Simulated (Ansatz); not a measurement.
BaZn, space group Pm-3m: a frozen displacement of one atom, run with Ansatz 0.2.0 through its Python package.

`bazn_push.py`
```python
"""Energy and force of BaZn as one atom is pushed off its site."""

import warnings

import ansatz as az
import numpy as np

warnings.simplefilter("ignore", az.DeckWarning)

vectors = np.array([
    [4.07851, 0.0, 0.0],
    [0.0, 4.07851, 0.0],
    [0.0, 0.0, 4.07851],
])
bazn = (
    az.Lattice.of(vectors)
    .atom("Ba", [0.0, 0.0, 0.0])
    .atom("Zn", [0.5, 0.5, 0.5])
)

inverse = np.linalg.inv(np.array(bazn.lattice.vectors))
home = np.array(bazn.sites[1].position)
values = np.linspace(-0.1, 0.1, 5)
energies, pulls = [], []
for shift in values:
    moved = bazn.move(1, to=home + shift * inverse[2])
    setup = moved.calculation()
    setup = setup.basis(31 * az.Ry)
    setup = setup.functional("lda")
    setup = setup.kpoints(spacing=0.32)
    setup = setup.occupations("cold", width=50 * az.meV)
    setup = setup.forces()
    r = setup.run().report
    energies.append(r["free_energy_ev"])
    pulls.append(r["forces_ev_ang"][1][2])

# the force is minus the slope of the free energy
print("shift (A)   dE (eV)   force along z (eV/A)")
for shift, e, f in zip(values, energies, pulls):
    print(f"{shift:8.3f} {e - energies[2]:10.5f} {f:12.4f}")
print(f"stiffness from energies {2 * np.polyfit(values, energies, 2)[0]:.3f}, from forces {-np.polyfit(values, pulls, 1)[0]:.3f} eV/A^2")
```

How stiff is this displacement, and do energies and forces agree?

The curvature of the energy gives 1.136 eV/Å² and the slope of the force 1.137 eV/Å², a positive curvature.

The output:

```console
$ python bazn_push.py
shift (A)   dE (eV)   force along z (eV/A)
  -0.100    0.00568       0.1138
  -0.050    0.00142       0.0567
   0.000    0.00000      -0.0000
   0.050    0.00142      -0.0567
   0.100    0.00568      -0.1138
stiffness from energies 1.136, from forces 1.137 eV/A^2
```

Notes:
- For a metal this k-point mesh is coarse: on a finer one energies can move by several to tens of meV an atom and pressures by half a GPa or more, differences at one mesh by less.
- In a metal a curvature from energy changes of a few meV or less hangs on mesh and smearing, in size and even in sign.
- This cell is a computed structure, which may not be the phase found in nature.
- All periodic images of the atom move with it, so the curvature is one diagonal element of the zone-centre force constants and no normal mode; a positive value doesn't exclude soft modes in which several atoms move.
- It ran for 17 s on 1 thread of Arm Neoverse N1, on a shared host, peak memory 0.39 GiB.
